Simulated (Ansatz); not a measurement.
# Na2ZrO2: the cost of one run

Computed with Ansatz 0.2.0 (DFT PBE, scalar-relativistic, plane waves, PAW, unless a step's input says otherwise).

## 1. The structure to begin with

It takes space group I4/mmm (No. 139, tetragonal). Conventional cell: a = 3.599 Å, b = 3.599 Å, c = 11.689 Å, α = 90.00°, β = 90.00°, γ = 90.00°. Na (site symmetry 4mm) is surrounded by 5 O at 2.47 to 2.56 Å. Around Zr (site symmetry 4/mmm) lie 2 O at 1.54 Å. Around O (site symmetry 4mm) lie 1 Zr at 1.54 Å.

Coordinates:

```cif
data_structure
_symmetry_space_group_name_H-M 'P 1'
_symmetry_Int_Tables_number 1
_cell_length_a 6.3747
_cell_length_b 6.3747
_cell_length_c 6.3747
_cell_angle_alpha 147.206
_cell_angle_beta 147.206
_cell_angle_gamma 47.059
_cell_volume 75.71
loop_
_atom_site_label
_atom_site_type_symbol
_atom_site_fract_x
_atom_site_fract_y
_atom_site_fract_z
_atom_site_occupancy
Na1 Na 0.65740 0.65740 0.00000 1
Na2 Na 0.34260 0.34260 0.00000 1
Zr1 Zr 0.00000 0.00000 0.00000 1
O1 O 0.86860 0.86860 0.00000 1
O2 O 0.13140 0.13140 0.00000 1
```

Recipe of the guess: species swapped into a database cell of K2NiO2 (I4/mmm, No. 139), with Na on the K sites and Zr on the Ni sites. Its size is a rough estimate.

## 2. A first look at the guess

The input, input.yaml:

```yaml
crystal:
  lattice:
    - [-1.79952086, 1.79952086, 5.84470961]
    - [1.79952086, -1.79952086, 5.84470961]
    - [1.79952086, 1.79952086, -5.84470961]
  atoms:
    - { symbol: Na, position: [0.65740001, 0.65740001, 0.0] }
    - { symbol: Na, position: [0.34259999, 0.34259999, 0.0] }
    - { symbol: Zr, position: [0.0, 0.0, 0.0] }
    - { symbol: O, position: [0.86860001, 0.86860001, 0.0] }
    - { symbol: O, position: [0.13139999, 0.13139999, 0.0] }
basis:
  ecutwfc: 420
kpoints:
  mp_grid: { grid: [6, 6, 6] }
hamiltonian:
  xc: pbe
scf:
  occupations: { method: gaussian, width: 0.1 }
  lower_state_search: "off"
output:
  forces: true
  stress: true
  eigenvalues: true
```

The run is started by

```console
> ansatz run input.yaml --threads 1 --pin off --max-ram 2560MiB --backend cpu --events-out ev --progress --plain --runs-dir out
```

What time and memory should one allow on 1 thread of Arm Neoverse V1, shared host?

About 3.6 s, with a peak of 0.35 GiB.
